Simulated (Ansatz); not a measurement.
# AsH6P: the cost of one run

Method: RHF/def2-SVP, in Ansatz 0.2.0.

## 1. The system as given

Bond lengths: P1–H2 1.387 Å, P1–H3 1.388 Å, P1–H4 1.388 Å, As5–H6 1.497 Å, As5–H7 1.497 Å, As5–H8 1.497 Å. Angles: H2–P1–H3 92.6°, H2–P1–H4 92.4°, H3–P1–H4 92.2°, H6–As5–H7 89.2°, H6–As5–H8 89.4°, H7–As5–H8 89.2°.

As a file:

```xyz
8

P     0.4105    0.3477   -1.8113
H     0.1619    0.1670   -3.1642
H    -0.9373    0.5018   -1.5193
H     0.3649   -1.0165   -1.5603
As   -0.1579   -0.4828    1.5983
H    -1.1194    0.2929    2.4430
H     0.7492   -0.6061    2.7824
H     0.5281    0.7959    1.2314
```

## 2. Relaxing the start

The input, input.yaml:

```yaml
crystal:
  periodic: [false, false, false]
  atoms:
    - { symbol: P, position_ang: [0.4105, 0.3477, -1.8113] }
    - { symbol: H, position_ang: [0.1619, 0.167, -3.1642] }
    - { symbol: H, position_ang: [-0.9373, 0.5018, -1.5193] }
    - { symbol: H, position_ang: [0.3649, -1.0165, -1.5603] }
    - { symbol: As, position_ang: [-0.1579, -0.4828, 1.5983] }
    - { symbol: H, position_ang: [-1.1194, 0.2929, 2.443] }
    - { symbol: H, position_ang: [0.7492, -0.6061, 2.7824] }
    - { symbol: H, position_ang: [0.5281, 0.7959, 1.2314] }
basis:
  gaussian: { orbitals: def2-SVP }
hamiltonian:
  xc: hf
relax:
  f_tol: 0.02
  max_steps: 40
scf:
  lower_state_search: "off"
```

Run with:

```sh
> ansatz run input.yaml --threads 1 --pin off --max-ram 2048MiB --backend cpu --events-out ev --progress --plain --runs-dir out
```

What time and memory should one allow on 1 thread of Arm Neoverse N1, shared host?

About 38 s, with a peak of 0.16 GiB.
